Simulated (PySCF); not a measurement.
# C6H15P3S: the cost of one run

Computed with PySCF 2.14.0 and routines of our own; the level stands in each step. Atoms count from 0.

## Step 1: The starting structure

25 atoms, charge 0, multiplicity 1; geometry from: GFN2-xTB.

## Step 2: Magnetic properties: GIAO B97-2/pcSseg-1

What the job is given:

```
{"job": {"kind": "mag", "xc": "B97-2", "basis": "pcSseg-1", "isotopologues": 0}, "charge": 0, "multiplicity": 1}
C     -3.504904    -0.001252     0.709985
P     -1.994920    -0.814056     0.033969
C     -1.479723     0.524230    -1.154258
C     -0.066694     0.266950    -1.659681
P      1.118490     0.572692    -0.282412
S      1.134820     2.403235     0.346202
C      2.712475    -0.059451    -0.978334
P      4.199344     0.137651     0.126269
C      0.618856    -0.656621     0.995534
C     -0.818496    -0.365780     1.406463
H     -3.857781    -0.572522     1.567208
H     -3.298455     1.024930     1.012332
H     -4.281257    -0.009932    -0.053443
H     -2.187023     0.522087    -1.989138
H     -1.525050     1.503449    -0.663105
H      0.040815    -0.756508    -2.029076
H      0.194038     0.965726    -2.463127
H      2.903097     0.514788    -1.893701
H      2.607038    -1.112410    -1.256001
H      3.641932    -0.505805     1.232146
H      3.825509     1.392023     0.605206
H      0.723507    -1.671071     0.601228
H      1.294388    -0.531851     1.849335
H     -0.922964     0.695901     1.660359
H     -1.087976    -0.959630     2.285174
```

Level: GIAO B97-2/pcSseg-1 magnetisability, rotational g tensor and spin-rotation constants, non-relativistic, gas phase.

Launch:

```console
> OMP_NUM_THREADS=1 python excited_run.py task.json out
```

This one command runs all jobs of the session in turn.

Q: Estimate the wall time and peak memory of this first job on 1 thread of Intel Xeon at 2.50GHz, shared host.

About 5.5 min, with a peak of 1.4 GiB.
